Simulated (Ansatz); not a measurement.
Geometry optimisation, DFT PBE-D3(BJ), scalar-relativistic, plane waves, PAW in Ansatz.

input.yaml

```yaml
crystal:
  lattice:
    - [5.8072, 0.0, 0.0]
    - [-2.9036, 5.029183, 0.0]
    - [0.0, 0.0, 18.07]
  atoms:
    - { symbol: W, position: [0.0, 0.0, 0.0553403] }
    - { symbol: C, position: [0.3333333, 0.1666667, 0.1335916] }
    - { symbol: W, position: [0.0, 0.0, 0.2118428] }
    - { symbol: C, position: [0.3333333, 0.1666667, 0.2900941] }
    - { symbol: W, position: [0.0, 0.0, 0.3683453] }
    - { symbol: C, position: [0.3333333, 0.1666667, 0.4465966] }
    - { symbol: W, position: [0.0, 0.5, 0.0553403] }
    - { symbol: C, position: [0.3333333, 0.6666667, 0.1335916] }
    - { symbol: W, position: [0.0, 0.5, 0.2118428] }
    - { symbol: C, position: [0.3333333, 0.6666667, 0.2900941] }
    - { symbol: W, position: [0.0, 0.5, 0.3683453] }
    - { symbol: C, position: [0.3333333, 0.6666667, 0.4465966] }
    - { symbol: W, position: [0.5, 0.0, 0.0553403] }
    - { symbol: C, position: [0.8333333, 0.1666667, 0.1335916] }
    - { symbol: W, position: [0.5, 0.0, 0.2118428] }
    - { symbol: C, position: [0.8333333, 0.1666667, 0.2900941] }
    - { symbol: W, position: [0.5, 0.0, 0.3683453] }
    - { symbol: C, position: [0.8333333, 0.1666667, 0.4465966] }
    - { symbol: W, position: [0.5, 0.5, 0.0553403] }
    - { symbol: C, position: [0.8333333, 0.6666667, 0.1335916] }
    - { symbol: W, position: [0.5, 0.5, 0.2118428] }
    - { symbol: C, position: [0.8333333, 0.6666667, 0.2900941] }
    - { symbol: W, position: [0.5, 0.5, 0.3683453] }
    - { symbol: C, position: [0.8333333, 0.6666667, 0.4465966] }
    - { symbol: C, position: [0.5042084, 0.4970162, 0.5024903] }
    - { symbol: O, position: [0.5042084, 0.4970162, 0.5666851] }
basis:
  ecutwfc: 420.0
kpoints:
  mp_grid: { grid: [3, 3, 1] }
hamiltonian:
  xc: pbe
  dispersion: d3bj
  pseudopotentials: { kind: paw, azcp: { folder: soft_1 } }
scf:
  occupations: { method: fermi_dirac, width: 0.15 }
  lower_state_search: "off"
relax:
  f_tol: 0.08
  max_steps: 25
  adjacent_minimum: "off"
  constraints: [{ sites: [0, 1, 6, 7, 12, 13, 18, 19] }]
output:
  write_density: true
  write_potential: true
  elf: true
  volumetric_format: npy
```

Run as:

```bash
$ ansatz run input.yaml --threads 4 --pin off --max-ram 10240MiB --backend cpu --events-out ev --progress --plain --runs-dir out
```

Problem. Where does it end, and by what steps?

Solution. The forces met the threshold. The threshold is loose, so the end isn't yet a minimum. Limits of this set-up: coarse k mesh, thin slab, slab without dipole correction. After 10 steps the energy has fallen by 3.501 eV; C25 moved furthest, 0.74 Å.

| step | energy less start (eV) | largest force component (eV/Å) | accepted |
| --- | --- | --- | --- |
| 0 | 0.0000 | 4.670 | yes |
| 1 | -2.3886 | 1.741 | yes |
| 2 | -2.4795 | 0.531 | yes |
| 3 | -2.7279 | 1.433 | yes |
| 4 | -3.0457 | 1.452 | yes |
| 5 | -3.2441 | 2.780 | yes |
| 6 | -3.2333 | 1.958 | no |
| 7 | -3.4620 | 0.813 | yes |
| 8 | -3.4979 | 0.256 | yes |
| 9 | -3.4993 | 0.131 | yes |
| 10 | -3.5014 | 0.073 | yes |

```xyz
26
Lattice="5.8072 0.0000 0.0000 -2.9036 5.0292 0.0000 0.0000 0.0000 18.0700" Properties=species:S:1:pos:R:3
W 0.000 0.000 1.000
C 1.452 0.838 2.414
W 0.005 -0.003 3.850
C 1.443 0.835 5.222
W 0.050 -0.029 6.798
C 1.614 0.983 7.984
W -1.452 2.515 1.000
C 0.000 3.353 2.414
W -1.453 2.509 3.835
C -0.021 3.365 5.167
W -1.455 2.494 6.731
C 0.013 3.345 7.781
W 2.904 0.000 1.000
C 4.355 0.838 2.414
W 2.908 0.004 3.836
C 4.377 0.826 5.235
W 2.920 0.013 6.731
C 4.434 0.793 7.857
W 1.452 2.515 1.000
C 2.904 3.353 2.414
W 1.449 2.516 3.823
C 2.902 3.362 5.222
W 1.422 2.532 6.608
C 2.859 3.139 7.985
C 2.111 2.134 8.911
O 1.832 2.294 10.077
```

Whether the end is a true minimum wasn't checked by a vibrational analysis.

The run took 3 min on 4 threads of Arm Neoverse V1 (shared host), peak memory 1.9 GiB.
